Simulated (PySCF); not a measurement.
# C4H5B: geometry, NMR shifts, spin-spin couplings, electronic excitations and core binding energies

Aim: predict the NMR shifts, spin-spin couplings, electronic excitations and core binding energies of C4H5B (`C#CBC=C`).

Computed with PySCF 2.14.0, with density-fitted response routines of our own, on a single molecule in the gas phase. Atoms count from 0, in the outputs and in this text.

**1. The molecule as given**

10 atoms, charge 0, multiplicity 1; geometry from: GFN2-xTB.

Bonds of the start (Å): C0–C1 1.21, C1–B2 1.50, B2–C3 1.55, C3–C4 1.33, C0–H5 1.05, B2–H6 1.17, C3–H7 1.09, C4–H8 1.08, C4–H9 1.08.

**2. Relaxing the molecule at PBE0-D3(BJ)/def2-SVP**

Job settings and geometry (Å):

```
{"job": {"xc": "PBE0", "basis": "def2-SVP", "d3": "d3bj", "grid": 1, "kind": "geom"}, "charge": 0, "multiplicity": 1}
C      2.314175    -0.668276     0.522504
C      1.433734     0.101490     0.226710
B      0.342280     1.068351    -0.143474
C     -1.117335     0.566723    -0.293911
C     -1.488604    -0.703823    -0.132015
H      3.084991    -1.336426     0.781396
H      0.612915     2.196930    -0.313459
H     -1.894137     1.282189    -0.545648
H     -0.767898    -1.467402     0.115684
H     -2.511238    -1.035101    -0.240315
```

**Question.** This job is followed by: GIAO PBE0/pcSseg-1 NMR shielding, non-relativistic, gas phase; B3LYP/pcJ-1 indirect spin-spin coupling, non-relativistic, gas phase; TDDFT B3LYP/def2-SVPD, vertical, gas phase, core orbitals frozen in the response; GIAO PBE/pcSseg-2 NMR shielding, non-relativistic, gas phase; delta-SCF UKS SCAN, pcX-2 on the ionised atom, pcseg-1 elsewhere, spin-free X2C. What will the session give for the following? point group; rotational constants (main isotopes); ¹³C shifts against TMS (PBE0/pcSseg-1); ¹H shifts against TMS (PBE0/pcSseg-1); ¹¹B shifts against BF3·OEt2 (PBE0/pcSseg-1); largest coupling of the table (B3LYP/pcJ-1); lowest singlet (B3LYP/def2-SVPD); brightest single state of those computed; lowest triplet; vertical ionisation energy (ΔSCF); vertical electron affinity (ΔSCF); C1s binding energies, SCAN/pcX-2 (standing for 2 of 4 atoms); range of the shift of C1.

The runs gave:

```
                                                    quantity                             value
                                                 point group                                Cs
                        rotational constants (main isotopes)             12.79, 3.20, 2.56 GHz
                      ¹³C shifts against TMS (PBE0/pcSseg-1)     159.3, 150.3, 127.2, 96.8 ppm
                       ¹H shifts against TMS (PBE0/pcSseg-1)  7.23, 7.19, 6.82, 6.12, 4.46 ppm
                 ¹¹B shifts against BF3·OEt2 (PBE0/pcSseg-1)                          55.6 ppm
                 largest coupling of the table (B3LYP/pcJ-1)           ¹J(C,H) C0–H5, 263.1 Hz
                            lowest singlet (B3LYP/def2-SVPD)       3.83 eV (324 nm), f = 0.000
                    brightest single state of those computed       state 2, 4.78 eV, f = 0.168
                                              lowest triplet                           3.31 eV
                           vertical ionisation energy (ΔSCF)                          10.03 eV
                           vertical electron affinity (ΔSCF)                           0.62 eV
C1s binding energies, SCAN/pcX-2 (standing for 2 of 4 atoms)           C4 290.75, C3 290.28 eV
                                    range of the shift of C1                 96.8 to 104.2 ppm
```

**Reading.** The optimisation took 4 steps and gained 0.064 eV; among the close pairs (by a distance rule), B2–H6 changed most, from 1.173 to 1.210 Å. The most deshielded carbon is C4 (terminal =CH2 carbon), at 159.3 ppm: as expected for a trigonal carbon in a double bond. H7 (hydrogen on an alkene CH) lies farthest downfield among hydrogen, at 7.23 ppm; attached to an sp2 carbon and in the plane of the double bond. At PBE0/pcSseg-1: The largest span, 308 ppm, is at C1, where the paramagnetic term is -169 ppm. In the run at B3LYP/pcJ-1, the largest coupling of the table is C0–H5, 263.1 Hz, of which the Fermi-contact term gives 264.6 Hz. Couplings across rotatable bonds belong to this one conformer; where others are populated, the observed values are averages. The lowest singlet, at 3.83 eV, is HOMO→LUMO 0.98 and is dark; of the 10 states computed, the strongest absorption comes from state 2 at 4.78 eV. The lowest triplet lies 0.52 eV below the lowest singlet (triplets in Tamm-Dancoff, singlets in full TDDFT). The C1s levels kept as sound span 0.47 eV, from C3 (alkene CH) up to C4 (terminal =CH2 carbon). Only 2 of the 4 C atoms are covered by sound results. In ppm, C1 moves most: its shift spreads over 7.4 ppm, from 96.8 (PBE0/pcSseg-1) to 104.2 (PBE/pcSseg-2).
